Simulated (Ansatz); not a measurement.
# Closo-1-NB4 (H on N) (B₄NH₅): one molecule under many settings

Aim: run closo-1-NB4 (H on N) (B₄NH₅) under a spread of inputs, and see what each costs and gives.

Method: the settings change from run to run; program: Ansatz 0.2.0, Gaussian basis.

### 1 The molecule

The geometry comes from an earlier relaxation with B3LYP-D4/def2-SVP; it is a stationary point, not always the lowest conformer.

10 atoms, charge 0, spin multiplicity 1.

Atoms are counted from 1 here; the program's logs count them from 0.

Bond lengths: B1–B2 1.850 Å, B1–N3 1.512 Å, B1–B4 1.664 Å, B1–B5 1.850 Å, B1–H6 1.196 Å, B2–N3 1.512 Å, B2–B4 1.664 Å, B2–B5 1.850 Å, B2–H7 1.196 Å, N3–B5 1.512 Å, N3–H8 1.013 Å, B4–B5 1.664 Å, B4–H9 1.193 Å, B5–H10 1.196 Å. Angles: B2–B1–N3 52.3°, B2–B1–B4 56.2°, B2–B1–B5 60.0°, B2–B1–H6 148.5°, N3–B1–B4 95.1°, N3–B1–B5 52.3°, N3–B1–H6 124.8°, B4–B1–B5 56.2°, B4–B1–H6 140.1°, B5–B1–H6 148.5°, B1–B2–N3 52.3°, B1–B2–B4 56.2°, B1–B2–B5 60.0°, B1–B2–H7 148.5°, N3–B2–B4 95.1°, N3–B2–B5 52.3°, N3–B2–H7 124.8°, B4–B2–B5 56.2° and more.

### 2 MP2/6-31G

Options: atoms shaken by 0.15 Å, density fitting with def2-universal-jkfit.

Contents of in.yaml:

```yaml
crystal:
  periodic: [false, false, false]
  atoms:
    - {symbol: B, position_ang: [-0.093556, 0.586322, 0.692011]}
    - {symbol: B, position_ang: [0.909890, -0.521633, -0.404440]}
    - {symbol: N, position_ang: [0.576661, 0.995287, -0.604786]}
    - {symbol: B, position_ang: [-0.699951, -0.770604, 0.730866]}
    - {symbol: B, position_ang: [-0.536697, 0.330194, -0.719655]}
    - {symbol: H, position_ang: [0.193782, 1.531559, 1.592799]}
    - {symbol: H, position_ang: [1.511235, -1.363004, -0.506539]}
    - {symbol: H, position_ang: [1.669863, 1.010767, -1.122238]}
    - {symbol: H, position_ang: [-1.365330, -1.335718, 1.470045]}
    - {symbol: H, position_ang: [-1.491455, 0.651942, -1.507311]}
basis:
  gaussian: {orbitals: 6-31G, fitting: {mean_field: def2-universal-jkfit}}
hamiltonian: {xc: {name: HF}}
correlation: {method: mp2}
scf: {omitted_lower_state_checks: [starts]}
```

Started as:

```
ansatz run in.yaml --threads 4 --pin off --events-out ev --progress --plain --max-ram 3916MiB
```

Log:

```text
Functional definition: HF
  name "HF"
  cite "Fock, Z. Phys. 61, 126 (1930) doi:10.1007/BF01340294"
  parent pbe
  exchange = exact_x
  correlation = 0
these checks for a lower state are left out or cut short: starts
467 factors; integrals over basis functions are off by at most 6.3e-2 eV
mean field evaluation 1: about -4235.1745 eV, gradient 2.6e1 eV
mean field evaluation 2: about -4237.3369 eV, gradient 1.2e1 eV
mean field evaluation 4: about -4237.7612 eV, gradient 1.0e0 eV
mean field -4237.76545046 eV, -155.7350078438 hartree, gradient 1.2e-6 eV, S^2 0.000000; 0 other end points of the search recorded, 0 dependent functions left out
5 core orbitals not correlated: weight in the atoms' cores, before any rotation towards them, 1.000 or more for the frozen orbitals, at most 0.000 for the correlated occupied ones
reference -4237.76545046 eV, -155.7350078438 hartree; 11, 11 occupied and 39, 39 virtual orbitals, 467 factors
second order -10.21358103 eV of doubles, -0.00000000 eV of singles
Total energy: -4247.97903149 eV, -156.1103500237 hartree
Checks for a lower state left out: starts
```

Run time: 0.15 s. Hardware: 4 threads of Arm Neoverse V1, shared host.

### 3 PBE0/def2-TZVP

This run has multiplicity 3, restricted open-shell orbitals, coordinates scaled by 0.92, D3(BJ) with three-body dispersion.

Contents of in.yaml:

```yaml
crystal:
  periodic: [false, false, false]
  atoms:
    - {symbol: B, position_ang: [0.112675, 0.618673, 0.754925]}
    - {symbol: B, position_ang: [0.610962, -0.762137, -0.105953]}
    - {symbol: N, position_ang: [0.592975, 0.556243, -0.548949]}
    - {symbol: B, position_ang: [-0.711651, -0.667554, 0.658817]}
    - {symbol: B, position_ang: [-0.730057, 0.137440, -0.643025]}
    - {symbol: H, position_ang: [0.356070, 1.412433, 1.476712]}
    - {symbol: H, position_ang: [1.403620, -1.490394, -0.333118]}
    - {symbol: H, position_ang: [1.156080, 1.084427, -1.070226]}
    - {symbol: H, position_ang: [-1.375087, -1.289876, 1.272974]}
    - {symbol: H, position_ang: [-1.415587, 0.400736, -1.462166]}
basis:
  gaussian: {orbitals: def2-TZVP}
magnetization: {spin_polarized: false, initial_magnetization: 2}
hamiltonian: {xc: {name: PBE0}, dispersion: d3bjatm}
output: {forces: true}
```

Launched as before.

Log (excerpt; [...] marks lines left out):

```text
Functional definition: PBE0
  name "PBE0"
  cite "Adamo & Barone, J. Chem. Phys. 110, 6158 (1999) doi:10.1063/1.478522"
  cite "Perdew, Burke & Ernzerhof, Phys. Rev. Lett. 77, 3865 (1996) doi:10.1103/PhysRevLett.77.3865"
  parent pbe
[...]
1051 factors; their error is unknown
[...]
mean field -4265.53389335 eV, -156.7554792979 hartree, gradient 2.6e-6 eV, S^2 2.000000; 8 other end points of the search recorded, 0 dependent functions left out
[...]
reference -4265.53393297 eV, -156.7554807541 hartree; 17, 15 occupied and 168, 170 virtual orbitals, 1051 factors
Total energy: -4265.71175133 eV, -156.7620154579 hartree
Atom 0 at     0.112675     0.618673     0.754925 Å, force    -0.310493     0.974522     2.408699 eV/Å
Atom 1 at     0.610962    -0.762137    -0.105953 Å, force     4.015697    -3.648834    -1.532180 eV/Å
Atom 2 at     0.592975     0.556243    -0.548949 Å, force     2.718870     3.186398    -1.452348 eV/Å
Atom 3 at    -0.711651    -0.667554     0.658817 Å, force    -4.273664    -2.302270     6.813445 eV/Å
Atom 4 at    -0.730057     0.137440    -0.643025 Å, force    -3.249556     1.224089    -4.441658 eV/Å
Atom 5 at     0.356070     1.412433     1.476712 Å, force     0.266988     1.812225     2.369037 eV/Å
Atom 6 at     1.403620    -1.490394    -0.333118 Å, force     1.403673    -2.100515    -0.913777 eV/Å
Atom 7 at     1.156080     1.084427    -1.070226 Å, force     2.579120     2.373736    -2.463867 eV/Å
Atom 8 at    -1.375087    -1.289876     1.272974 Å, force    -1.515578    -1.457199     1.343482 eV/Å
Atom 9 at    -1.415587     0.400736    -1.462166 Å, force    -1.635056    -0.062151    -2.130833 eV/Å
Dipole moment:     0.373741     0.468620    -0.148359 e Å
```

Wall time 35 s (4 threads of Arm Neoverse V1, shared host); peak memory 0.66 GiB.

Largest force 8.366 eV/Å, dipole 2.97 D.

### 4 B97/6-31++G**

Set apart from the defaults: relativity set to none.

Contents of in.yaml:

```yaml
crystal:
  periodic: [false, false, false]
  atoms:
    - {symbol: B, position_ang: [0.122473, 0.672471, 0.820570]}
    - {symbol: B, position_ang: [0.664089, -0.828410, -0.115166]}
    - {symbol: N, position_ang: [0.644538, 0.604612, -0.596684]}
    - {symbol: B, position_ang: [-0.773533, -0.725602, 0.716106]}
    - {symbol: B, position_ang: [-0.793541, 0.149391, -0.698940]}
    - {symbol: H, position_ang: [0.387032, 1.535254, 1.605122]}
    - {symbol: H, position_ang: [1.525674, -1.619994, -0.362085]}
    - {symbol: H, position_ang: [1.256609, 1.178725, -1.163289]}
    - {symbol: H, position_ang: [-1.494660, -1.402039, 1.383667]}
    - {symbol: H, position_ang: [-1.538682, 0.435583, -1.589311]}
basis:
  gaussian: {orbitals: "6-31++G**"}
hamiltonian: {xc: {name: B97}, pseudopotentials: {relativity: none}}
scf: {omitted_lower_state_checks: [starts]}
```

The command is unchanged.

Log (excerpt; [...] marks lines left out):

```text
Functional definition: B97
  name "B97"
  cite "Becke, J. Chem. Phys. 107, 8554 (1997) doi:10.1063/1.475007"
[...]
      + integral(e_c_pw_opposite_spin*poly(b97_u_opposite, cos0, cos1, cos2))
[...]
1202 factors; their error is unknown
[...]
mean field -4275.92770254 eV, -157.1374447404 hartree, gradient 1.4e-5 eV, S^2 0.000000; 0 other end points of the search recorded, 0 dependent functions left out
reference -4275.92776747 eV, -157.1374471267 hartree; 16, 16 occupied and 109, 109 virtual orbitals, 1202 factors
Total energy: -4275.92776747 eV, -157.1374471267 hartree
Checks for a lower state left out: starts
```

Wall time 2.8 s (4 threads of Arm Neoverse V1, shared host).

### 5 BLYP/def2-SVPD

This run has charge -1, multiplicity 2, a grid of angular degree 23, finite nuclei.

in.yaml: that of step 4 with these lines changed.

```diff
@@ -14,4 +14,7 @@
 basis:
-  gaussian: {orbitals: "6-31++G**"}
-hamiltonian: {xc: {name: B97}, pseudopotentials: {relativity: none}}
+  gaussian: {orbitals: def2-SVPD, final_grid: {core_spheres: 8, valence_spheres: 7, degree: 23}, nuclear_model: gaussian}
+total_charge: -1
+magnetization: {spin_polarized: true, initial_magnetization: 1}
+hamiltonian: {xc: {name: BLYP}}
 scf: {omitted_lower_state_checks: [starts]}
+output: {forces: true}
```

Same command.

Log (excerpt; [...] marks lines left out):

```text
Functional definition: BLYP
  name "BLYP"
  cite "Becke, Phys. Rev. A 38, 3098 (1988) doi:10.1103/PhysRevA.38.3098"
  cite "Lee, Yang & Parr, Phys. Rev. B 37, 785 (1988) doi:10.1103/PhysRevB.37.785"
[...]
1131 factors; their error is unknown
[...]
mean field -4270.55277739 eV, -156.9399198844 hartree, gradient 6.3e-6 eV, S^2 0.750881; 0 other end points of the search recorded, 0 dependent functions left out
[...]
reference -4270.55317815 eV, -156.9399346122 hartree; 17, 16 occupied and 123, 124 virtual orbitals, 1131 factors
Total energy: -4270.55317815 eV, -156.9399346122 hartree
Atom 0 at     0.122473     0.672471     0.820570 Å, force     0.725229     0.262178     0.917248 eV/Å
Atom 1 at     0.664089    -0.828410    -0.115166 Å, force     1.002602    -0.488491     0.432097 eV/Å
Atom 2 at     0.644538     0.604612    -0.596684 Å, force    -0.670731     0.068362    -0.488984 eV/Å
Atom 3 at    -0.773533    -0.725602     0.716106 Å, force    -1.025106     0.116828    -0.751999 eV/Å
Atom 4 at    -0.793541     0.149391    -0.698940 Å, force    -0.596687    -0.269768     0.062229 eV/Å
Atom 5 at     0.387032     1.535254     1.605122 Å, force     0.239855     0.030205     0.214762 eV/Å
Atom 6 at     1.525674    -1.619994    -0.362085 Å, force     0.271944    -0.071946     0.148728 eV/Å
Atom 7 at     1.256609     1.178725    -1.163289 Å, force     0.290404     0.366593    -0.414545 eV/Å
Atom 8 at    -1.494660    -1.402039     1.383667 Å, force    -0.097538    -0.169928     0.216778 eV/Å
Atom 9 at    -1.538682     0.435583    -1.589311 Å, force    -0.139972     0.155968    -0.336315 eV/Å
Dipole moment:     0.476017     0.014462     0.272980 e Å
Checks for a lower state left out: starts
```

Run time: 3.7 s. Hardware: 4 threads of Arm Neoverse V1, shared host.

Largest force 1.277 eV/Å, ⟨S²⟩ 0.751.

### 6 The runs in one table

```
         level  charge  multiplicity  geometry  functions  energy (eV)    time
     MP2/6-31G       0             1    shaken         55    -4247.979  0.15 s
PBE0/def2-TZVP       0             3    scaled        185    -4265.712    35 s
 B97/6-31++G**       0             1   relaxed        125    -4275.928   2.8 s
BLYP/def2-SVPD      -1             2   relaxed        140    -4270.553   3.7 s
```

### 7 What came out

| quantity | value |
| --- | --- |
| runs | 4 |
| quickest | MP2/6-31G, 0.15 s |
| slowest | PBE0/def2-TZVP, 35 s |

What this shows: The runs differ in state or geometry as well as level, so their energies can't be set against each other. PBE0/def2-TZVP took 230 times as long as MP2/6-31G. The jobs differ in tasks and options as well as level.
